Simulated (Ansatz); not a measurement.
# SiGe2S: the cost of one run

Program: Ansatz 0.2.0. Level of theory: DFT PBE, scalar-relativistic, plane waves, PAW. These are calculated values, not measurements.

## Step 1: Starting point

Symmetry: P6/mmm, No. 191, hexagonal system. The conventional cell has a = 4.298 Å, b = 4.298 Å, c = 5.839 Å, α = 90.00°, β = 90.00°, γ = 120.00°. Around Si (site symmetry 6/mmm) lie 6 Ge at 2.48 Å. Ge (site symmetry -6m2) has 3 Ge at 2.48 Å and 3 Si at 2.48 Å as nearest neighbours. S (site symmetry 6/mmm) is surrounded by 2 Si at 2.92 Å.

Coordinates:

```
Si Ge S
1.0
     4.29838    0.00000    0.00000
    -2.14919    3.72251    0.00000
     0.00000    0.00000    5.83922
Si Ge S
1 2 1
Direct
  0.00000 0.00000 0.00000
  0.33333 0.66667 0.00000
  0.66667 0.33333 0.00000
  0.00000 0.00000 0.50000
```

Recipe of the guess: random cell by space group and Wyckoff sites (P6/mmm, No. 191). Its size is a rough estimate.

## Step 2: The guess as it stands, on a coarse mesh

File input.yaml:

```yaml
crystal:
  lattice:
    - [4.2983836, 0.0, 0.0]
    - [-2.1491918, 3.72250939, 0.0]
    - [0.0, 0.0, 5.83922023]
  atoms:
    - { symbol: Si, position: [0.0, 0.0, 0.0] }
    - { symbol: Ge, position: [0.33333333, 0.66666667, 0.0] }
    - { symbol: Ge, position: [0.66666667, 0.33333333, 0.0] }
    - { symbol: S, position: [0.0, 0.0, 0.5] }
basis:
  ecutwfc: 420
kpoints:
  mp_grid: { grid: [6, 6, 4] }
hamiltonian:
  xc: pbe
scf:
  occupations: { method: gaussian, width: 0.1 }
  lower_state_search: "off"
output:
  forces: true
  stress: true
  eigenvalues: true
```

Run with:

```
$ ansatz run input.yaml --threads 1 --pin off --max-ram 2560MiB --backend cpu --events-out ev --progress --plain --runs-dir out
```

**Question.** How long does this run take on 1 thread of Arm Neoverse V2, shared host, and how much memory does it need?

About 2.4 s, with a peak of 0.35 GiB.
